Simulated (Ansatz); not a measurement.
# InSb3: the cost of one run

Computed with Ansatz 0.2.0 (DFT PBE+D3(BJ), scalar-relativistic, plane waves, PAW, unless a step's input says otherwise).

2 further runs of the same task are left out: 1 that didn't finish, 1 set aside as unsound or not needed.

### 1 Starting point

It takes space group Fm-3m (No. 225, cubic). The conventional cell has a = 7.456 Å, b = 7.456 Å, c = 7.456 Å, α = 90.00°, β = 90.00°, γ = 90.00°. In (site symmetry m-3m) has 8 Sb at 3.23 Å as nearest neighbours. Sb (site symmetry -43m) is surrounded by 4 In at 3.23 Å and 4 Sb at 3.23 Å. Sb (site symmetry m-3m) has 8 Sb at 3.23 Å as nearest neighbours.

Structure file:

```xyz
4
Lattice="0.0000 3.7279 3.7279 3.7279 0.0000 3.7279 3.7279 3.7279 0.0000" Properties=species:S:1:pos:R:3 pbc="T T T"
In    0.0000    0.0000    0.0000
Sb    1.8640    1.8640    1.8640
Sb    5.5919    5.5919    5.5919
Sb    3.7279    3.7279    3.7279
```

It goes back to an entry of the Materials Project, which need not be the stable form.

It is the result of an earlier relaxation at this level (volume 25.90 Å³/atom; gap on the mesh: none (metal)).

### 2 The reference: the undisturbed cell on the scan's mesh

File input.yaml:

```yaml
crystal:
  lattice:
    - [0.0, 3.7279225313, 3.7279225313]
    - [3.7279225313, 0.0, 3.7279225313]
    - [3.7279225313, 3.7279225313, 0.0]
  atoms:
    - { symbol: In, position: [0.0, 0.0, 0.0] }
    - { symbol: Sb, position: [0.25, 0.25, 0.25] }
    - { symbol: Sb, position: [0.75, 0.75, 0.75] }
    - { symbol: Sb, position: [0.5, 0.5, 0.5] }
basis:
  ecutwfc: 420
kpoints:
  mp_grid: { grid: [8, 8, 8] }
hamiltonian:
  xc: pbe
  dispersion: d3bj
scf:
  occupations: { method: gaussian, width: 0.15 }
output:
  forces: true
  stress: true
  eigenvalues: true
  write_density: true
  write_potential: true
  elf: true
  volumetric_format: npy
```

Run with:

```bash
$ ansatz run input.yaml --threads 2 --pin off --max-ram 5120MiB --backend cpu --events-out ev --progress --plain --runs-dir out
```

**Question.** How long does this run take on 2 threads of AMD EPYC 7R43 (Zen 3), shared host, and how much memory does it need?

About 3.9 s, with a peak of 0.45 GiB.
